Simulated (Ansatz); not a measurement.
## BiTe under changes of volume

One of the cells (33.725 Å³/atom); the others are scaled copies at fixed shape and fractional positions:

```
CELL_PARAMETERS angstrom
2.42271 1.39875 3.31729
-2.42271 1.39875 3.31729
0.00000 -2.79750 3.31729
ATOMIC_POSITIONS crystal
Bi 0.50000 0.50000 0.50000
Te 0.00000 0.00000 0.00000
```

The cell comes from a database or a generator and needn't be the stable form of this composition.

| Item | Value |
| --- | --- |
| Program | Ansatz 0.2.0 |
| Functional | PBE |
| Potentials or basis | Ansatz NC |
| Cutoff | 1120 eV (not typed: the program's choice for these potentials) |
| k mesh | 7 × 7 × 7 |
| Occupations | fermi-dirac, width 0.05 eV |
| Spin | no spin polarisation |

| volume (Å³/atom) | energy over the lowest point (meV/atom) | pressure (GPa) |
| --- | --- | --- |
| 31.701 | 23.22 | 3.7 |
| 32.376 | 10.53 | 2.4 |
| 33.050 | 2.97 | 1.2 |
| 33.725 | 0.00 | 0.2 |
| 34.399 | 1.14 | -0.7 |
| 35.074 | 5.96 | -1.6 |
| 35.748 | ? | ? |

Task: What does the run at 35.748 Å³/atom give?

Result: Energy over the lowest point 14.08 meV/atom; pressure -2.3 GPa.

Worked out: A Birch-Murnaghan fit of order 3 (a polynomial in V^(-2/3)) to the other rows has its minimum at 33.86 Å³/atom with B0 = V·E''(V) = 48 GPa and B' = 4.5 at fixed shape and positions, which overstates the stiffness. It gives 14.07 meV/atom at 35.748 Å³/atom, against the run's 14.08, and -dE/dV = -2.3 GPa, against -2.3.

Energies are extrapolated to zero smearing.
